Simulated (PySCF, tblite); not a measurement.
# C₇H₉O radical: geometry, infrared bands and EPR parameters

Aim: predict the infrared bands and EPR parameters of C₇H₉O radical (`C=[C][C@@]1(C=C)CCO1`).

Programs: tblite 0.8.0 and PySCF 2.14.0, with density-fitted response routines of our own. Each step states its level of theory. These are calculated values for one molecule in the gas phase, unless marked as measured. Atoms are numbered from 0 throughout.

## 1. The starting structure

17 atoms, charge 0, multiplicity 2; geometry from: force field or distance geometry start.

Bonds of the start (Å): C0–C1 1.32, C1–C2 1.44, C2–C3 1.51, C3–C4 1.34, C2–C5 1.56, C5–C6 1.52, C6–O7 1.45, O7–C2 1.46, C0–H8 1.09, C0–H9 1.07, C3–H10 1.08, C4–H11 1.08, C4–H12 1.09, C5–H13 1.09, C5–H14 1.08, C6–H15 1.10, C6–H16 1.10.

## 2. Optimising the geometry with GFN2-xTB

What the job is given:

```
{"job": {"kind": "relax", "xc": "GFN2-xTB", "basis": "xTB"}, "charge": 0, "multiplicity": 2}
C      2.381200    -1.328900     0.243800
C      1.242000    -0.687800     0.087300
C     -0.005400     0.012400    -0.045900
C      0.193100     1.364100    -0.679100
C      0.270800     2.472800     0.071600
C     -1.153200    -0.805000    -0.703900
C     -1.742200    -0.856800     0.695900
O     -0.708700     0.010200     1.230400
H      2.642600    -1.758200     1.205500
H      3.073100    -1.404400    -0.570400
H      0.293100     1.401900    -1.751800
H      0.179000     2.447100     1.148800
H      0.427000     3.441200    -0.394300
H     -1.767500    -0.274100    -1.430600
H     -0.871700    -1.768400    -1.115500
H     -2.739500    -0.415000     0.815400
H     -1.720700    -1.839400     1.182800
```

Run with:

```sh
OMP_NUM_THREADS=1 python probes_run.py task.json out
```

This one command runs all jobs of the session in turn.

**Question.** This job is followed by: GFN2-xTB harmonic vibrations, gas phase; UKS B3LYP, pcH-1 on C H O, non-relativistic, mean-field spin-orbit, GIAO. Predict these results of the whole session: strongest single infrared mode (GFN2-xTB); zero-point energy (GFN2-xTB); g(iso) (B3LYP); ⟨S²⟩; largest a(iso); potential on the surface of density 0.002 e/bohr³, 1st and 99th percentile.

The runs gave:

| quantity | value |
| --- | --- |
| strongest single infrared mode (GFN2-xTB) | 1056 cm⁻¹, 62 km/mol |
| zero-point energy (GFN2-xTB) | 84.2 kcal/mol |
| g(iso) (B3LYP) | 2.00229 |
| ⟨S²⟩ | 0.759 (exact 0.75) |
| largest a(iso) | 13C on C1, 254.5 MHz |
| potential on the surface of density 0.002 e/bohr³, 1st and 99th percentile | -1.48 V and 0.80 V |

**Reading.** Over 93 steps the energy fell by 0.267 eV; of the close pairs, C6–O7 changed most, 1.451 to 1.424 Å. All 45 modes are real, so the xTB geometry is a minimum. The strongest single mode, at 1056 cm⁻¹, is spread over many atoms; the largest shares are those of O7, C6. Unscaled tight-binding wavenumbers are off by several per cent, some by more. Its intensities can rank the bands wrongly. C1 carries the largest spin population, 0.96 e. The isotropic g lies 0.0 ppt below the free-electron value. These values are for one conformer; the search (at its own cheap level) found 1 more, at 1.17 kcal/mol, and measured spectra average over such forms.
